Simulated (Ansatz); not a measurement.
Ta, space group Im-3m, a check of PAW against all-electron LAPW

Program: Ansatz 0.2.0, Python API.

Notebook, run cell by cell (the value of a cell's last expression is shown):

**Cell 1**
```python
import ansatz as az
import numpy as np
```

**Cell 2**
```python
def count_gap(report):
    # lowest empty less highest filled band, counting bands; zero where they overlap
    return max(report.get("gap_by_band_count_ev") or 0.0, 0.0)

structure = (
    az.Lattice.from_parameters(2.860101, 2.860101, 2.860101, alpha=109.47122, beta=109.47122, gamma=109.47122)
    .atom("Ta", [0.0, 0.0, 0.0])
)
```

**Cell 3**
```python
base = structure.calculation()
base = base.occupations(az.OccupationsMethod.FERMI_DIRAC, width=0.1)
base = base.functional("pbe")
base = base.kpoints(13)
base = base.stress()
base = base.forces()
base = base.band_table()
variants = {
    "PAW": base.pseudopotentials("paw"),
    "LAPW": base.pseudopotentials("all_electron", lapw=True),
}
# totals differ by the cores that each treatment holds, so compare what does not depend on them
rows = []
for label, variant in variants.items():
    data = variant.run(threads=1, pin="off").report
    levels = np.array(data["eigenvalues_ev"][0]) - data["fermi_energy_ev"]
    print(label, "levels at the first k-point near E_F:", np.round(levels[np.abs(levels) < 5], 3))
    rows.append((label, data["n_electrons"], np.trace(data["stress_gpa"]) / 3, count_gap(data)))
print("     treatment  electrons in bands           P GPa  gap by band count eV")
for row in rows:
    print(f"{str(row[0]):>14s}  {row[1]:18.1f}  {row[2]:14.3f}  {row[3]:20.3f}")
```
Output:
```text
DeckWarning: basis.ecutwfc = 420 eV, auto-derived from the records' recommended cutoffs: set by Ta (normal level)
PAW levels at the first k-point near E_F: [0.737 0.737 0.737 4.012 4.012]
LAPW levels at the first k-point near E_F: [0.732 0.732 0.732 4.006 4.006]
     treatment  electrons in bands           P GPa  gap by band count eV
           PAW                13.0           3.468                 0.000
          LAPW                43.0           3.403                 0.000
```

PAW gives 3.468 GPa and LAPW 3.403 GPa, 0.07 GPa apart. They took 0.8 and 11.9 s of processor time.

No spin polarisation was allowed. The mesh is modest for a metal, so energies can be off by several to tens of meV an atom and pressures by half a GPa or more; differences at equal mesh fare better. A gap by band count of zero or less means overlapping bands, a metal, and at an odd count of electrons it is no gap at all. Gaps and levels are Kohn-Sham values on a finite set of k-points, without spin-orbit coupling. Warnings are shown shortened and without file and line. Pressure is positive in compression; the treatments may keep other shells as core, so totals and counts of electrons can differ. It ran for 13 s on 1 thread of Arm Neoverse V2, with other jobs on the host, peak memory 0.5 GiB.
